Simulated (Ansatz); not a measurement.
I need a charge-density difference against the sublattices of LiTlPd2, space group I4/mmm. Use the Ansatz DFT code, driven from Python. Level of theory (first run): LDA, PAW, cutoff 460 eV, 8×8×8 k-points, Fermi-Dirac smearing of 0.15 eV.

```
Li Tl Pd
1.0
    -2.07633    2.07633    3.75774
     2.07633   -2.07633    3.75774
     2.07633    2.07633   -3.75774
Li Tl Pd
1 1 2
Direct
  0.50000 0.50000 0.00000
  0.00000 0.00000 0.00000
  0.75000 0.25000 0.50000
  0.25000 0.75000 0.50000
```

`litlpd2.py`
```python
# -*- coding: utf-8 -*-
"""Density difference of LiTlPd2 against its sublattices."""

import ansatz as az
import numpy as np

vectors0 = np.array([
    [-2.076326, 2.076326, 3.757741],
    [2.076326, -2.076326, 3.757741],
    [2.076326, 2.076326, -3.757741],
])
sites = [
    ("Li", [0.5, 0.5, 0.0]),
    ("Tl", [0.0, 0.0, 0.0]),
    ("Pd", [0.75, 0.25, 0.5]),
    ("Pd", [0.25, 0.75, 0.5]),
]


def build(cell):
    crystal = az.Crystal(lattice=az.Lattice.of(cell))
    for symbol, position in sites:
        crystal = crystal.atom(symbol, position)
    return crystal


def main():
    # same cell, cutoff and mesh for the crystal and its parts
    def solve(crystal):
        return (
            crystal.calculation()
            .occupations("fermi_dirac", width=0.15)
            .functional("lda")
            .basis(460, grid_basis="typed")
            .kpoints(8, 8, 8)
            .density()
            .run(threads=1)
        )


    whole = solve(build(vectors0))
    difference = whole.density().channels[0].density_e_per_ang3.copy()
    binding = whole.report["free_energy_ev"]
    for element in ["Li", "Tl", "Pd"]:
        part = az.Crystal(lattice=az.Lattice.of(vectors0))
        for symbol, position in sites:
            if symbol == element:
                part = part.atom(symbol, position)
        alone = solve(part)
        difference -= alone.density().channels[0].density_e_per_ang3
        binding -= alone.report["free_energy_ev"]
        print(f"{element} sublattice: {alone.report['n_electrons']:g} electrons, {alone.report['n_iterations']} iterations")

    voxel = abs(np.linalg.det(vectors0)) / difference.size
    print(f"energy of the crystal less its unpolarised sublattices: {binding / len(sites):.4f} eV/atom")
    print(f"net charge of the difference {difference.sum() * voxel:.5f} e, charge rearranged {0.5 * np.abs(difference).sum() * voxel:.3f} e")
    print(f"extremes {difference.min():.4f} and {difference.max():.4f} e/A^3")
    for (symbol, position) in sites:
        index = tuple(int(round(p * n)) % n for p, n in zip(position, difference.shape))
        print(f"  change of the pseudo-density at the grid point nearest {symbol}: {difference[index]:+.4f} e/A^3")
    profile = difference.mean(axis=(0, 1))
    print("planar mean along the third vector:", np.round(profile[:: max(len(profile) // 12, 1)], 4))


if __name__ == "__main__":
    main()
```

`python litlpd2.py` gives:
```text
Li sublattice: 3 electrons, 6 iterations
Tl sublattice: 13 electrons, 6 iterations
Pd sublattice: 36 electrons, 6 iterations
energy of the crystal less its unpolarised sublattices: -2.0270 eV/atom
net charge of the difference -0.00000 e, charge rearranged 0.525 e
extremes -0.1629 and 0.1159 e/A^3
  change of the pseudo-density at the grid point nearest Li: -0.0066 e/A^3
  change of the pseudo-density at the grid point nearest Tl: +0.1159 e/A^3
  change of the pseudo-density at the grid point nearest Pd: +0.0108 e/A^3
  change of the pseudo-density at the grid point nearest Pd: +0.0108 e/A^3
planar mean along the third vector: [-0.0009 -0.0011 -0.0002  0.0021  0.0022 -0.0014 -0.0024 -0.0014  0.0022
  0.0021 -0.0002 -0.0011]
```

Notes:
- The mesh is modest for a metal, so energies can be off by several to tens of meV an atom and pressures by half a GPa or more; differences at equal mesh fare better.
- Spin-orbit coupling, which matters for elements this heavy, is left out.
- Grid values close to the nuclei reflect the PAW or pseudopotential construction, not the all-electron fields.
- This cell is a computed structure, which may not be the phase found in nature.
- Charge moved counts every rearrangement, bonding and polarisation too, and is no transfer between atoms; the bare sublattices are artificial references. Values near the nuclei depend on the potentials.
- Run time: 18 s on 1 thread of Arm Neoverse V1 (shared host), peak memory 0.35 GiB.
